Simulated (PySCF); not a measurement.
# FeN₂⁻: structure of the doublet

Where does doublet FeN₂⁻ go from a end-on start, is the end point a minimum, and what are its modes, charges and moments?

Method: PBE0, basis Fe def2-SVPD, N def2-SVPD, no relativity, density fitting; program: PySCF 2.14.0.

## Step 1: Where the work starts

3 atoms, charge -1, spin multiplicity 2.

Bond lengths: Fe1–N2 1.926 Å, N2–N3 1.204 Å. Angles: Fe1–N2–N3 119.9°.

```xyz
3
charge -1 multiplicity 2
Fe    0.0000    0.0000    0.0000
N     0.0000    0.0000    1.9261
N     1.0440    0.0000    2.5261
```

## Step 2: The SCF at the typed geometry

The steps below are one call of a driver around PySCF. For each, scf.py gives the equivalent set-up of the SCF; relaxations use the driver's own optimiser. After this first run the driver tries any further starts and a stability analysis.

Input file scf.py:

```python
from pyscf import gto, scf, dft
mol = gto.M(atom='''
Fe     0.000000     0.000000     0.000000
N      0.000000     0.000000     1.926100
N      1.044000     0.000000     2.526100''',
    basis={'Fe': 'def2-SVPD', 'N': 'def2-SVPD'},
    charge=-1, spin=1)
mf = dft.UKS(mol, xc='PBE0')
mf.grids.atom_grid = (50, 194)
aux = {'Fe': 'def2-universal-JKFIT', 'N': 'def2-universal-JKFIT'}
mf = mf.density_fit(auxbasis=aux)
mf.conv_tol = 1e-08
mf.diis_space = 10
mf.max_cycle = 60
mf.init_guess = 'minao'
mf.verbose = 4
mf.kernel()
```

Started as:

```console
OMP_NUM_THREADS=2 python axn.py task.json out
```

Further steps of the session: Relaxation: end-on start, doublet; Hessian and properties.

Q: Predict the outcome of this session. Wanted: minimum; geometry; wavenumbers; dipole moment; highest occupied, lowest empty level; polar-tensor charge of Fe1; zero-point energy; ⟨S²⟩.

**Answer**, as computed:

| quantity | value |
| --- | --- |
| minimum | broken-symmetry (Ms = 1/2), C∞v |
| geometry | Fe–N 1.735 Å, N–N 1.163 Å; Fe–N–N 180.0° |
| wavenumbers (cm⁻¹) | 238, 267, 492, 1986 |
| dipole moment (centre of mass) | 0.43 D |
| highest occupied, lowest empty level (either spin) | 1.05, 2.92 eV |
| polar-tensor charge of Fe1 | -0.65 e |
| zero-point energy | 17.8 kJ/mol |
| entropy at 298.15 K | 255.3 J/(mol K) |
| ⟨S²⟩ | 2.312 |

What this shows: The end-on start (Cs) ends in a minimum of C∞v symmetry. The determinant is spin-contaminated (⟨S²⟩ = 2.31 against 0.75), so it is no pure spin state. The strongest infrared band lies at 1986 cm⁻¹. The first SCF alone would have been 21 kJ/mol too high. Other starts or spin states, not run here, may lie lower. The SCF density has lower symmetry than the nuclear frame. A highest occupied level above zero is common for anions with such functionals; it warns that the extra electron is poorly described. Open d and f shells are described by one determinant, and the ground state may have another occupation or spin.
